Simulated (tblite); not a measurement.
# C6H9BF2: the cost of one run

Computed with tblite 0.8.0 (tight binding) and PySCF 2.14.0 (DFT, with response routines of our own); each step states its level. Atoms count from 0 throughout.

## 1. The molecule as given

18 atoms, charge 0, multiplicity 1; geometry from: force field or distance geometry start.

Bonds of the start (Å): B5–C6 1.58, B5–H15 1.20, C0–C1 1.34, C0–H10 1.10, C0–H9 1.09, C1–C3 1.51, C1–F2 1.34, C3–C4 1.55, C3–H11 1.10, C3–H12 1.12, C4–B5 1.59, C4–H13 1.10, C4–H14 1.11, C6–C7 1.34, C6–H16 1.08, C7–F8 1.36, C7–H17 1.08.

## 2. GFN2-xTB relaxation, start minimum

Job settings and geometry (Å):

```
{"job": {"xc": "GFN2-xTB", "basis": "xTB", "kind": "relax"}, "charge": 0, "multiplicity": 1}
C     -3.285300     0.073000     0.520000
C     -2.375300     0.391100    -0.404100
F     -2.737300     0.542400    -1.687700
C     -0.931500     0.611800    -0.022700
C     -0.254300    -0.720100     0.370400
B      1.273700    -0.498000     0.748300
C      2.322900    -0.045400    -0.336200
C      3.617400     0.124500    -0.024800
F      4.493500     0.505200    -0.989500
H     -3.032200    -0.038900     1.571900
H     -4.331800    -0.064900     0.223700
H     -0.406600     1.054400    -0.879800
H     -0.882000     1.324200     0.844000
H     -0.764800    -1.172700     1.233300
H     -0.309700    -1.421200    -0.487000
H      1.633600    -0.734600     1.864700
H      1.984200     0.129300    -1.345500
H      3.976700    -0.053800     0.979800
```

On the command line:

```bash
OMP_NUM_THREADS=1 python ens_run.py task.json out
```

One launch serves the whole session.

Q: Estimate the wall time of this first job on 1 thread of Intel Xeon Platinum 8259CL at 2.50GHz, shared host.

About 2.2 s.
